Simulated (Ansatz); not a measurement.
# Cs2RbIrF6: the cost of one run

All numbers are computed with Ansatz 0.2.0 through its Python package. Level of theory: DFT PBEsol, plane waves, PAW.

### 1 The structure

It takes space group Fm-3m (No. 225, cubic). The conventional cell has a = 9.449 Å, b = 9.449 Å, c = 9.449 Å, α = 90.00°, β = 90.00°, γ = 90.00°. Around Cs (site symmetry -43m) lie 12 F at 3.36 Å. Rb (site symmetry m-3m) has 6 F at 2.68 Å as nearest neighbours. Ir (site symmetry m-3m) is surrounded by 6 F at 2.04 Å. Around F (site symmetry 4mm) lie 1 Ir at 2.04 Å and 1 Rb at 2.68 Å.

The script holds or builds the structure itself.

### 2 The script

yaml_run_cs2rbirf6.py

```python
import ansatz as az
import numpy as np

INPUT = """
crystal:
  lattice:
    - [0.0, 4.724682, 4.724682]
    - [4.724682, 0.0, 4.724682]
    - [4.724682, 4.724682, 0.0]
  atoms:
    - { symbol: Cs, position: [0.75, 0.75, 0.75] }
    - { symbol: Cs, position: [0.25, 0.25, 0.25] }
    - { symbol: Rb, position: [0.5, 0.5, 0.5] }
    - { symbol: Ir, position: [0.0, 0.0, 0.0] }
    - { symbol: F, position: [0.783659, 0.216341, 0.216341] }
    - { symbol: F, position: [0.216341, 0.216341, 0.783659] }
    - { symbol: F, position: [0.216341, 0.783659, 0.783659] }
    - { symbol: F, position: [0.216341, 0.783659, 0.216341] }
    - { symbol: F, position: [0.783659, 0.216341, 0.783659] }
    - { symbol: F, position: [0.783659, 0.783659, 0.216341] }
kpoints:
  mp_grid: { grid: [4, 4, 4] }
hamiltonian:
  xc: pbesol
scf:
  occupations: { method: fermi_dirac, width: 0.1 }
basis:
  ecutwfc: 510
output:
  forces: true
  stress: true
  eigenvalues: true
"""


def main() -> None:
    outcome = az.Session.from_yaml(INPUT).plan().execute()
    summary = outcome.report

    energy = summary["free_energy_ev"]
    print("Cs2RbIrF6: {:.6f} eV = {:.6f} Ry = {:.6f} Ha".format(energy, energy / 13.605693, energy / 27.211386))
    print("Fermi level {:.4f} eV, {} k-points, {} symmetry operations".format(summary["fermi_energy_ev"], summary["n_kpoints"], summary["n_symmetry_ops"]))

    edges = summary.get("band_edges_ev")
    if edges:
        print(f"band edges on the mesh: {edges[0]:.3f} and {edges[1]:.3f} eV, gap {edges[1] - edges[0]:.3f} eV")
    else:
        print("no band edges reported (a metal, or a gap too narrow for this smearing); Fermi level", round(summary["fermi_energy_ev"], 3), "eV")

    forces = np.array(summary["forces_ev_ang"])
    norms = np.linalg.norm(forces, axis=1)
    print("largest force {:.4f} eV/A on atom {}".format(norms.max(), norms.argmax()))
    print(np.array2string(forces, precision=4, suppress_small=True))


if __name__ == "__main__":
    main()
```

### 3 The run

Started as:

```bash
$ python yaml_run_cs2rbirf6.py
```

What time and memory should one allow on 1 thread of Arm Neoverse V1, shared host?

About 7.8 s, with a peak of 0.6 GiB.
